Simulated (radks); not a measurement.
# Tm⁴⁺ in [Xe] 4f10 5d1: an all-electron calculation

Wanted: eigenvalues, radial structure and energy terms of the thulium ion Tm4+.

Program: radks (a radial shooting solver on a logarithmic mesh, Libxc functionals) version 1. Level of theory: scalar-relativistic Kohn-Sham, SCAN, spin-polarised, spherical densities, finite nucleus; open shells are filled with parallel spins first. These are calculated values, not measurements, unless marked.

**1. The system**

```
element            : thulium (Z = 69)
charge             : +4
electrons          : 65
configuration      : [Xe] 4f10 5d1
nuclear rms radius : 5.2256 fm
```

The outer shells:

Tm⁴⁺
```
[Xe] core
4f [↑↓][↑↓][↑↓][↑ ][↑ ][↑ ][↑ ]
5d [↑ ][  ][  ][  ][  ]
```

**2. The calculation**

Input:

```text
Z 69
configuration [Xe] 4f10 5d1
relativity scalar-relativistic
functional scan,scan
spin polarised
nucleus finite rms 5.2256 fm
c 137.035999084
```

**Question.** What will this run give?

As calculated:

```
                        quantity                   value
                    total energy     -13564.0863 hartree
exchange-correlation share of it                  2.09 %
                            −T/E                  1.0868
          highest occupied level       5d up, -41.059 eV
    most extended occupied level  5d up, <r> = 1.77 bohr
 radius at density 0.001 e/bohr³               3.12 bohr
    maxima of the radial density                       4
```

The radial density shows 4 maxima for 5 occupied principal shells; where shells overlap, one shows as a shoulder or not at all. −T/E is 1.087: with relativity the kinetic term as defined here no longer equals −E. This is not the tabulated ground configuration, so its levels and sizes aren't those of the ground state, and no measured value stands beside it.
